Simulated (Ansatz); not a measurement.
# NbB2: the cost of one run

Computed with Ansatz 0.2.0 (DFT PBEsol, scalar-relativistic, plane waves, PAW, unless a step's input says otherwise).

The COD entry's cell or inner coordinates are ideal or old and differ from later refinements, so a difference from it is no clean test against experiment.

1 further run of the same task is left out (set aside as unsound or not needed).

### Step 1. The starting structure

It takes space group P6/mmm (No. 191, hexagonal). Conventional cell: a = 3.094 Å, b = 3.094 Å, c = 3.292 Å, α = 90.00°, β = 90.00°, γ = 120.00°. Around Nb (site symmetry 6/mmm) lie 12 B at 2.43 Å. Around B (site symmetry -6m2) lie 3 B at 1.79 Å and 6 Nb at 2.43 Å.

Coordinates:

```cif
data_structure
_symmetry_space_group_name_H-M 'P6/mmm'
_symmetry_Int_Tables_number 191
_cell_length_a 3.0943
_cell_length_b 3.0943
_cell_length_c 3.2916
_cell_angle_alpha 90.000
_cell_angle_beta 90.000
_cell_angle_gamma 120.000
_cell_volume 27.29
loop_
_atom_site_label
_atom_site_type_symbol
_atom_site_symmetry_multiplicity
_atom_site_Wyckoff_symbol
_atom_site_fract_x
_atom_site_fract_y
_atom_site_fract_z
_atom_site_occupancy
Nb1 Nb 1 a 0.00000 0.00000 0.00000 1
B1 B 2 d 0.33333 0.66667 0.50000 1
```

It is the result of an earlier relaxation at this level (volume 9.10 Å³/atom; gap on the mesh: none (metal)).

### Step 2. Electronic structure at the relaxed geometry

input.yaml reads:

```yaml
crystal:
  lattice:
    - [3.0943402729, 0.0, 0.0]
    - [-1.5471701364, 2.6797772843, 0.0]
    - [0.0, 0.0, 3.2915957259]
  atoms:
    - { symbol: Nb, position: [0.0, 0.0, 0.0] }
    - { symbol: B, position: [0.3333333333, 0.6666666667, 0.5] }
    - { symbol: B, position: [0.6666666667, 0.3333333333, 0.5] }
basis:
  ecutwfc: 420
kpoints:
  mp_grid: { grid: [15, 15, 12] }
  band_path:
    path:
      - [[0.0, 0.0, 0.0], [0.5, 0.0, 0.0], [0.33333333, 0.33333333, 0.0], [0.0, 0.0, 0.0], [0.0, 0.0, 0.5], [0.5, 0.0, 0.5], [0.33333333, 0.33333333, 0.5], [0.0, 0.0, 0.5]]
      - [[0.5, 0.0, 0.5], [0.5, 0.0, 0.0]]
      - [[0.33333333, 0.33333333, 0.5], [0.33333333, 0.33333333, 0.0]]
    npoints: 14
hamiltonian:
  xc: pbesol
scf:
  occupations: { method: gaussian, width: 0.1 }
  n_extra_bands: 7
output:
  forces: true
  stress: true
  eigenvalues: true
  populations: true
  dos: { projected: true, de: 0.02, nscf_kmesh: { grid: [23, 23, 18] } }
  bader: true
  write_density: true
  write_potential: true
  elf: true
  volumetric_format: npy
```

Run with:

```sh
> ansatz run input.yaml --threads 1 --pin off --max-ram 2560MiB --backend cpu --events-out ev --progress --plain --runs-dir out
```

What time and memory should one allow on 1 thread of AMD EPYC 7R13 (Zen 3), shared host?

About 29 s, with a peak of 0.47 GiB.
